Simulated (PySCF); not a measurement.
**C₃H₈F₃NSi: electronic excitations**

What electronic excitations should C₃H₈F₃NSi (`C[C@H](N[SiH3])C(F)(F)F`) show?

Programs: PySCF 2.14.0, with density-fitted response routines of our own. Each step states its level of theory. These are calculated values for one molecule in the gas phase, unless marked as measured. Atoms are numbered from 0 throughout.

## (1) Starting geometry

16 atoms, charge 0, multiplicity 1; geometry from: GFN2-xTB.

Bonds of the start (Å): C0–C1 1.53, C1–N2 1.43, N2–Si3 1.73, C1–C4 1.54, C4–F5 1.34, C4–F6 1.34, C4–F7 1.34, C0–H8 1.09, C0–H9 1.09, C0–H10 1.09, C1–H11 1.10, N2–H12 1.01, Si3–H13 1.46, Si3–H14 1.46, Si3–H15 1.47.

## (2) Excited states and response: B3LYP/def2-SVPD

Job settings and geometry (Å):

```
{"job": {"kind": "uv", "xc": "B3LYP", "basis": "def2-SVPD", "nstates": 8, "ntriplets": 3}, "charge": 0, "multiplicity": 1}
C     -1.766018    -0.754291     0.232221
C     -0.527750     0.048723    -0.166077
N      0.676601    -0.696972     0.034601
Si     2.127737    -0.457129    -0.871911
C     -0.500462     1.355575     0.639848
F     -0.321897     1.132046     1.951786
F      0.492774     2.171260     0.255556
F     -1.635378     2.063364     0.523318
H     -1.729501    -0.996415     1.292588
H     -2.671826    -0.189051     0.029918
H     -1.786528    -1.678617    -0.337183
H     -0.581840     0.339571    -1.220449
H      0.758466    -1.020566     0.987326
H      1.679178    -0.479954    -2.264193
H      2.930095    -1.618003    -0.498688
H      2.848751     0.789405    -0.600071
```

With the program's defaults for keys left out, this is: TDDFT B3LYP/def2-SVPD, vertical, gas phase, core orbitals frozen in the response.

Command:

```console
OMP_NUM_THREADS=1 python probes_run.py task.json out
```

The driver reads the jobs from task.json and runs them one after another.

The log of the run:

```text
coarse grid: 14168 points
cycle   1  E = -762.2828570050  dE =  9.325e-01  |g| = 9.241e-01  |ddm| = 5.546e+00
cycle   2  E = -762.0877414340  dE =  1.951e-01  |g| = 1.434e+00  |ddm| = 2.592e+00
cycle   3  E = -762.4380446480  dE = -3.503e-01  |g| = 6.752e-02  |ddm| = 1.579e+00
cycle   4  E = -762.4387181032  dE = -6.735e-04  |g| = 4.086e-02  |ddm| = 1.559e-01
cycle   5  E = -762.4391107260  dE = -3.926e-04  |g| = 6.608e-03  |ddm| = 6.135e-02
cycle   6  E = -762.4391185890  dE = -7.863e-06  |g| = 2.589e-03  |ddm| = 1.249e-02
final grid: 134336 points
cycle   7  E = -762.5399947525  dE = -5.304e-05  |g| = 6.062e-03  |ddm| = 1.338e-01
cycle   8  E = -762.5399879167  dE =  6.836e-06  |g| = 8.908e-03  |ddm| = 1.426e-02
cycle   9  E = -762.5400012563  dE = -1.334e-05  |g| = 5.222e-04  |ddm| = 7.427e-03
cycle  10  E = -762.5400013041  dE = -4.778e-08  |g| = 2.110e-04  |ddm| = 9.868e-04
cycle  11  E = -762.5400013127  dE = -8.586e-09  |g| = 5.915e-05  |ddm| = 3.446e-04
cycle  12  E = -762.5400013133  dE = -6.332e-10  |g| = 1.902e-05  |ddm| = 9.644e-05
converged SCF energy = -762.5400013133

Static polarisability (au): isotropic 74.011, principal 66.426 71.428 84.179

Singlet excitations
state   eV       nm        f      main configurations
  1   6.0193    206.0   0.00868   H->L 0.99
  2   6.8832    180.1   0.00670   H->L+1 0.95
  3   7.0953    174.7   0.00026   H->L+3 0.76, H->L+2 0.11
  4   7.1409    173.6   0.02382   H->L+2 0.86, H->L+3 0.12
  5   7.2310    171.5   0.00518   H->L+4 0.91
  6   7.6848    161.3   0.03009   H->L+5 0.70, H->L+6 0.28
  7   7.8604    157.7   0.02655   H->L+6 0.69, H->L+5 0.27
  8   8.2825    149.7   0.04504   H->L+7 0.95

Triplet excitations (Tamm-Dancoff, eV): 5.7772 6.6891 6.9471
```

Run time: 2.3 min. Hardware: 1 thread of Intel Xeon at 2.50GHz, shared host; peak memory 0.95 GiB.

Frontier orbitals and where they lie:

```csv
orbital,eV,atoms
HOMO−3,-10.19,"C1 18 %, N2 16 %, C0 14 %"
HOMO−2,-9.74,"Si3 35 %, H13 24 %, H15 17 %"
HOMO−1,-9.67,"Si3 37 %, H14 33 %, H13 8 %"
HOMO,-7.15,"N2 56 %, Si3 11 %, C1 7 %"
LUMO,-0.06,"Si3 31 %, H14 9 %, H12 8 %"
LUMO+1,0.60,"Si3 47 %, H15 11 %, H13 10 %"
LUMO+2,0.80,"C0 19 %, Si3 17 %, H9 10 %"
```

With each of the 8 states as a Gaussian band of 0.4 eV half-width at 1/e, the curve within the window shown has maxima at 205 nm (ε 350), 156 nm (ε 2,700) L/(mol cm). Beyond the last state computed it falls off for lack of states. The curve at chosen wavelengths:

nm, ε (L/mol/cm) and a bar:
```
      144       1088 ############
      147       1865 ####################
      151       2530 ############################
      154       2714 ##############################
      157       2741 ##############################
      161       2504 ###########################
      164       2183 ########################
      168       1839 ####################
      171       1692 ##################
      174       1539 #################
      178       1212 #############
      181        904 ##########
      184        617 ######
      188        353 ###
      191        259 ##
      194        241 ##
      198        283 ###
      201        326 ###
      204        352 ###
      208        342 ###
      211        302 ###
      215        227 ##
      218        168 #
      221        116 #
      225         65 
      228         39
```

Ground-state properties from the same run:

```csv
property,computed
dipole moment (D),1.87
polarisability (Å³),10.97
HOMO–LUMO gap (eV),7.08
−ε(HOMO) (eV),7.15
```

## (3) Results

```
                                quantity                        value
        lowest singlet (B3LYP/def2-SVPD)  6.02 eV (206 nm), f = 0.009
brightest single state of those computed  state 8, 8.28 eV, f = 0.045
                          lowest triplet                      5.78 eV
```

The first singlet state (HOMO→LUMO 0.99) lies at 6.02 eV and is weak; of the 8 states computed, the strongest absorption comes from state 8 at 8.28 eV (the last computed, so partners may be missing). The lowest triplet lies 0.24 eV below the lowest singlet (triplets in Tamm-Dancoff, singlets in full TDDFT). States above −ε(HOMO) lie where TDDFT describes them poorly and they hang on the basis; the brightest is among them.
